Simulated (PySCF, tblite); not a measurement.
# C7H13 radical: geometry, infrared bands and EPR parameters

What infrared bands and EPR parameters should C7H13 radical (`[CH2]/C=C/CCCC`) show?

Computed with tblite 0.8.0 and PySCF 2.14.0, with density-fitted response routines of our own, on a single molecule in the gas phase. Atoms are numbered from 0 throughout.

**1. The starting structure**

20 atoms, charge 0, multiplicity 2; geometry from: force field or distance geometry start.

Bonds of the start (Å): C0–C1 1.42, C1–C2 1.36, C2–C3 1.49, C3–C4 1.53, C4–C5 1.53, C5–C6 1.53, C0–H7 1.08, C0–H8 1.09, C1–H9 1.07, C2–H10 1.09, C3–H11 1.11, C3–H12 1.08, C4–H13 1.09, C4–H14 1.11, C5–H15 1.08, C5–H16 1.10, C6–H17 1.09, C6–H18 1.10, C6–H19 1.09.

**2. Optimising the geometry with GFN2-xTB**

What the job is given:

```
{"job": {"kind": "relax", "xc": "GFN2-xTB", "basis": "xTB"}, "charge": 0, "multiplicity": 2}
C     -3.979400     0.252900    -0.276800
C     -2.674300    -0.040500    -0.763500
C     -1.673300    -0.465300     0.054600
C     -0.297100    -0.780100    -0.437000
C      0.742200     0.134300     0.216800
C      2.150100    -0.205100    -0.271200
C      3.193500     0.713200     0.358900
H     -4.737400     0.594900    -0.972700
H     -4.237700     0.153000     0.773500
H     -2.501400     0.081300    -1.815800
H     -1.868500    -0.592200     1.114600
H     -0.080200    -1.833400    -0.167600
H     -0.241000    -0.710800    -1.511000
H      0.700800     0.049500     1.299800
H      0.510800     1.188600    -0.037800
H      2.208700    -0.111700    -1.347200
H      2.393600    -1.241500    -0.014100
H      4.193200     0.443600     0.007000
H      3.184400     0.621600     1.459400
H      3.007700     1.758300     0.110200
```

Launch:

```sh
OMP_NUM_THREADS=1 python probes_run.py task.json out
```

The driver reads the jobs from task.json and runs them one after another.

**Question.** This job is followed by: GFN2-xTB harmonic vibrations, gas phase; UKS B3LYP, pcH-1 on C H, non-relativistic, mean-field spin-orbit, GIAO. Predict these results of the whole session: strongest single infrared mode (GFN2-xTB); zero-point energy (GFN2-xTB); g(iso) (B3LYP); ⟨S²⟩; largest a(iso) (averaged by class); surface potential, 1st and 99th percentile.

**Answer**, as computed:

| quantity | value |
| --- | --- |
| strongest single infrared mode (GFN2-xTB) | 2986 cm⁻¹, 89 km/mol |
| zero-point energy (GFN2-xTB) | 111.4 kcal/mol |
| g(iso) (B3LYP) | 2.00259 |
| ⟨S²⟩ | 0.775 (exact 0.75) |
| largest a(iso) (averaged by class) | 13C on C2, 57.1 MHz |
| surface potential, 1st and 99th percentile | -0.74 V and 0.68 V |

The optimisation took 21 steps and gained 0.102 eV; among the close pairs (by a distance rule), C0–C1 changed most, from 1.423 to 1.369 Å. All 54 modes are real, so the xTB geometry is a minimum. The strongest single mode, at 2986 cm⁻¹, has its largest shares on H13, H15, H14 and H12 (the list is cut at 4 atoms). GFN2-xTB is a fitted tight-binding method: band positions and strengths are rough. Its intensities can rank the bands wrongly. The largest spin populations lie on C0 (0.67 e), C2 (0.66 e). The isotropic g lies 0.3 ppt above the free-electron value.
